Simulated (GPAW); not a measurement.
# BiS (Pm-3m) in GPAW: single point with PBE

Aim: the single point of BiS with PBE.

All numbers are computed with GPAW 26.7.0; they aren't measurements. Logs are shortened: lines on timing, memory, paths and dates and some standing lists are left out, and cuts for length are marked. The log counts tension as positive stress, the text compression.

**1. The crystal as given**

Symmetry: Pm-3m, No. 221, cubic system. The conventional cell has a = 4.003 Å, b = 4.003 Å, c = 4.003 Å, α = 90.00°, β = 90.00°, γ = 90.00°. Bi (site symmetry m-3m) is surrounded by 8 S at 3.47 Å. S (site symmetry m-3m) is surrounded by 8 Bi at 3.47 Å.

The cell was built by a generator and needn't be a form met in nature.

**2. Single point, PBE**

run.py

```python
from ase.dft.bandgap import bandgap
from ase.io import read, write
from ase.units import GPa
from gpaw import GPAW, PW

atoms = read('POSCAR')

calc = GPAW(mode=PW(400),
            xc='PBE',
            kpts={'size': (6, 6, 6), 'gamma': True},
            occupations={'name': 'fermi-dirac', 'width': 0.05},
            nbands=20,
            maxiter=120,
            txt='gpaw.txt')
atoms.calc = calc
energy = atoms.get_potential_energy()
forces = atoms.get_forces()
stress = atoms.get_stress()
calc.write('gs.gpw')
write('result.traj', atoms)
print(f'Energy: {energy:.6f} eV')
print('Forces (eV/A):')
print(forces.round(4))
print('Stress (GPa):', (stress / GPa).round(3))
print('Fermi level:', round(calc.get_fermi_level(), 4), 'eV')
print(f'Gap: {bandgap(calc)[0]:.4f} eV, direct: {bandgap(calc, direct=True)[0]:.4f} eV')
```

POSCAR

```
BiS
1.0
    4.0029443400      0.0000000000      0.0000000000
    0.0000000000      4.0029443400      0.0000000000
    0.0000000000      0.0000000000      4.0029443400
Bi S
1 1
Direct
    0.5000000000      0.5000000000      0.5000000000
    0.0000000000      0.0000000000      0.0000000000
```

Potentials or basis: GPAW PAW data sets (gpaw-data 1.2.1), pw.

Command:

```
OMP_NUM_THREADS=1 python run.py
```

gpaw.txt:

```text
__  _  _
 | _ |_)|_||  |
 |__||  | ||/\| - 26.7.0

Input parameters:
  mode=PW(ecut=400.0),
  kpts=MonkhorstPack(size=(6, 6, 6), gamma=True),
  maxiter=120,
  nbands=20,
  occupations=Occupations(name='fermi-dirac', width=0.05),
  xc=XC(name='PBE')

Diagonalizing LCAO Hamiltonian
Converting LCAO to pw mode
   .---------.
  /|         |
 * |         |
 | |   Bi    |
 | |         |
 | .---------.
 |/         /
 S---------*

Atoms  # Å, Bohr magnetons
|   | symbol |        x |        y |        z |    initial magnetic moments |
|---|--------|----------|----------|----------|-----------------------------|
| 0 |     Bi | 2.001472 | 2.001472 | 2.001472 | ( 0.0000,  0.0000,  0.0000) |
| 1 |      S | 0.000000 | 0.000000 | 0.000000 | ( 0.0000,  0.0000,  0.0000) |

Unit cell  # Å
| periodic |        x |        y |        z |  lengths |    angles |
|----------|----------|----------|----------|----------|-----------|
|      yes | 4.002944 | 0.000000 | 0.000000 | 4.002944 | 90.000000 |
|      yes | 0.000000 | 4.002944 | 0.000000 | 4.002944 | 90.000000 |
|      yes | 0.000000 | 0.000000 | 4.002944 | 4.002944 | 90.000000 |

Number of symmetries: 48
Symmetry operations  # r_c * U_cc + t_c -> r_c
|    | kind |            matrix            |
|----|------|------------------------------|
|  0 |  E   |  1, 0, 0,  0, 1, 0,  0, 0, 1 |
|  1 |  σ   |  1, 0, 0,  0, 1, 0,  0, 0,-1 |
|  2 |  σ   |  1, 0, 0,  0, 0, 1,  0, 1, 0 |
|  3 |  C4  |  1, 0, 0,  0, 0, 1,  0,-1, 0 |
|  4 |  C4  |  1, 0, 0,  0, 0,-1,  0, 1, 0 |
|  5 |  σ   |  1, 0, 0,  0, 0,-1,  0,-1, 0 |
|  6 |  σ   |  1, 0, 0,  0,-1, 0,  0, 0, 1 |
|  7 |  C2  |  1, 0, 0,  0,-1, 0,  0, 0,-1 |
|  8 |  σ   |  0, 1, 0,  1, 0, 0,  0, 0, 1 |
|  9 |  C2  |  0, 1, 0,  1, 0, 0,  0, 0,-1 |
| 10 |  C3  |  0, 1, 0,  0, 0, 1,  1, 0, 0 |
| 11 |  S6  |  0, 1, 0,  0, 0, 1, -1, 0, 0 |
| 12 |  S6  |  0, 1, 0,  0, 0,-1,  1, 0, 0 |
| 13 |  C3  |  0, 1, 0,  0, 0,-1, -1, 0, 0 |
| 14 |  C4  |  0, 1, 0, -1, 0, 0,  0, 0, 1 |
| 15 |  S4  |  0, 1, 0, -1, 0, 0,  0, 0,-1 |
| 16 |  C3  |  0, 0, 1,  1, 0, 0,  0, 1, 0 |
| 17 |  S6  |  0, 0, 1,  1, 0, 0,  0,-1, 0 |
| 18 |  σ   |  0, 0, 1,  0, 1, 0,  1, 0, 0 |
| 19 |  C4  |  0, 0, 1,  0, 1, 0, -1, 0, 0 |
| 20 |  C2  |  0, 0, 1,  0,-1, 0,  1, 0, 0 |
| 21 |  S4  |  0, 0, 1,  0,-1, 0, -1, 0, 0 |
| 22 |  S6  |  0, 0, 1, -1, 0, 0,  0, 1, 0 |
| 23 |  C3  |  0, 0, 1, -1, 0, 0,  0,-1, 0 |
| 24 |  S6  |  0, 0,-1,  1, 0, 0,  0, 1, 0 |
| 25 |  C3  |  0, 0,-1,  1, 0, 0,  0,-1, 0 |
| 26 |  C4  |  0, 0,-1,  0, 1, 0,  1, 0, 0 |
| 27 |  σ   |  0, 0,-1,  0, 1, 0, -1, 0, 0 |
| 28 |  S4  |  0, 0,-1,  0,-1, 0,  1, 0, 0 |
| 29 |  C2  |  0, 0,-1,  0,-1, 0, -1, 0, 0 |
| 30 |  C3  |  0, 0,-1, -1, 0, 0,  0, 1, 0 |
| 31 |  S6  |  0, 0,-1, -1, 0, 0,  0,-1, 0 |
| 32 |  C4  |  0,-1, 0,  1, 0, 0,  0, 0, 1 |
| 33 |  S4  |  0,-1, 0,  1, 0, 0,  0, 0,-1 |
| 34 |  S6  |  0,-1, 0,  0, 0, 1,  1, 0, 0 |
| 35 |  C3  |  0,-1, 0,  0, 0, 1, -1, 0, 0 |
| 36 |  C3  |  0,-1, 0,  0, 0,-1,  1, 0, 0 |
| 37 |  S6  |  0,-1, 0,  0, 0,-1, -1, 0, 0 |
| 38 |  σ   |  0,-1, 0, -1, 0, 0,  0, 0, 1 |
| 39 |  C2  |  0,-1, 0, -1, 0, 0,  0, 0,-1 |
| 40 |  σ   | -1, 0, 0,  0, 1, 0,  0, 0, 1 |
| 41 |  C2  | -1, 0, 0,  0, 1, 0,  0, 0,-1 |
| 42 |  C2  | -1, 0, 0,  0, 0, 1,  0, 1, 0 |
| 43 |  S4  | -1, 0, 0,  0, 0, 1,  0,-1, 0 |
| 44 |  S4  | -1, 0, 0,  0, 0,-1,  0, 1, 0 |
| 45 |  C2  | -1, 0, 0,  0, 0,-1,  0,-1, 0 |
| 46 |  C2  | -1, 0, 0,  0,-1, 0,  0, 0, 1 |
| 47 |  i   | -1, 0, 0,  0,-1, 0,  0, 0,-1 |

[... 64 lines left out ...]
    |   6p |  3.000 |      -4.580 |    1.275 |
    |   5d | 10.000 |     -27.119 |    1.349 |
    |    s |        |      12.827 |    1.286 |
    |    p |        |      22.631 |    1.275 |
    |    d |        |       0.093 |    1.349 |

    Using partial waves for Bi as LCAO basis

  S:
    name:    Sulfur
    Z:       16.0
    valence: 6
    core:    10
    charge:  0.0  # [|e|]
    compensation charges:
      type: gauss
      rc: 0.24  # [Å]
      lmax: 2
    cutoffs:
      filter: 1.77  # [Å]
      core: 1.66  # [Å]
    projectors
    | kind |    occ | energy [eV] | rcut [Å] |
    |------|--------|-------------|----------|
    |   3s |  2.000 |     -17.254 |    0.974 |
    |   3p |  4.000 |      -7.008 |    0.979 |
    |    s |        |       9.957 |    0.974 |
    |    p |        |      20.203 |    0.979 |
    |    d |        |       0.000 |    0.900 |

    Using partial waves for S as LCAO basis

Reference energy: -595706.002850  # eV

eigensolver:
  PPCG
  Converge bands: occupied
  niter=2

density mixing:
  MSR1-Mixer
  Pratt-step length: 0.05
  Maximum mixing coefficient: 0.75
  Old densities: 10
  SVD Regularization: 0.005
  Good broyden scale: 1.0
  Trust region scale: 1.0
  Backstep threshold: 4.0
  History deletion threshold: 6.0
  Fourier metric: weight=20.0, sigma=0.015

occupation numbers:
  Fermi-Dirac:
    width: 0.0500  # eV

poisson solver:
  ecut: 3200.0  # eV

xc functional:
  name: PBE with 2 nearest neighbor stencil

convergence criteria:
- Maximum [total energy] change in last 3 cyles: 0.0005 eV / valence electron
- Maximum integral of absolute [dens]ity change: 0.0001 electrons / valence electron
- Maximum integral of absolute [eigenst]ate change: 4e-08 eV^2 / valence electron
maximum number of iterations: 120

SCF iterations
|iter     | |      energy | eigst |  dens |
|---------|-|-------------|-------|-------|
|iter:   1| |   -8.607169 | -0.68 |       |
|iter:   2| |   -8.347279 | -2.61 | -1.05 |
|iter:   3| |   -7.811766 | -2.21 | -1.11 |
|iter:   4| |   -7.798216 | -3.31 | -1.69 |
|iter:   5| |   -7.796160 | -3.46 | -1.91 |
|iter:   6| |   -7.794980c| -4.55 | -2.38 |
|iter:   7| |   -7.794902c| -5.22 | -2.98 |
|iter:   8| |   -7.794926c| -6.15 | -3.53 |
|iter:   9| |   -7.794923c| -7.35 | -4.46c|
|iter:  10| |   -7.794924c| -7.63c| -4.82c|

Converged in 10 steps
Energy contributions relative to reference atoms: (reference = -595706.002850)

Energy contributions:
  Kinetic:           1.256854
  Coulomb:          -3.567166
  Zero:             -1.406973
  External:          0.000000
  Xc:               -4.069169
  Entropy:          -0.016940
  Spinorbit:         0.000000
  ----------------------------
  Free energy:      -7.803394
  Extrapolated:     -7.794924

dipole moment: (-12.888288, -12.888288, -12.888288)  # |e|*Ang

Fermi level: 4.428
Eigenvalues  # (at kpt = [0.000, 0.000, 0.000])
| band index |      eig [eV] | occ [0-2] |
|------------|---------------|-----------|
|          0 |       -19.430 |     2.000 |
|        ... |               |           |
|          2 |       -19.390 |     2.000 |
|          3 |       -19.390 |     2.000 |
|          4 |       -19.390 |     2.000 |
|          5 |        -8.504 |     2.000 |
|          6 |        -5.413 |     2.000 |
|          7 |         2.348 |     2.000 |
[... 8 lines left out ...]
|         16 |        15.163 |     0.000 |
|         17 |        15.163 |     0.000 |
|        ... |               |           |
|         19 |        17.230 |     0.000 |

No gap
No difference between direct/indirect transitions

Forces  # eV/Ang
|        x |        y |        z |
|----------|----------|----------|
| -0.00000 | -0.00000 | -0.00000 |  # Bi   0
|  0.00000 |  0.00000 |  0.00000 |  # S    1

Stress tensor  # eV/Ang^3
|        x |        y |        z |
|----------|----------|----------|
| 0.074419 | 0.000000 | 0.000000 |
| 0.000000 | 0.074419 | 0.000000 |
| 0.000000 | 0.000000 | 0.074419 |

# Writing to gs.gpw (mode='')
```

stdout:

```text
Energy: -7.794924 eV
Forces (eV/A):
[[-0. -0. -0.]
 [ 0.  0.  0.]]
Stress (GPa): [11.923 11.923 11.923  0.     0.     0.   ]
Fermi level: 4.4276 eV
Gap: 0.0000 eV, direct: 0.0000 eV
```

Run time: 8.7 s. Hardware: 1 thread of Arm Neoverse V1, shared host; peak memory 0.14 GiB.

The run converged, but some of its settings lie outside the range that counts as converged, so its numbers aren't taken as properties of the crystal.

Results:

* Free energy: -7.8034 eV
* Pressure: -11.9 GPa
* Band gap on the k mesh: none (metal or under the smearing width)

Caveat: the cutoff is short for stress and forces, so pressures can be off by a GPa or more; spin-orbit coupling is left out, which moves the levels of the heavy elements.
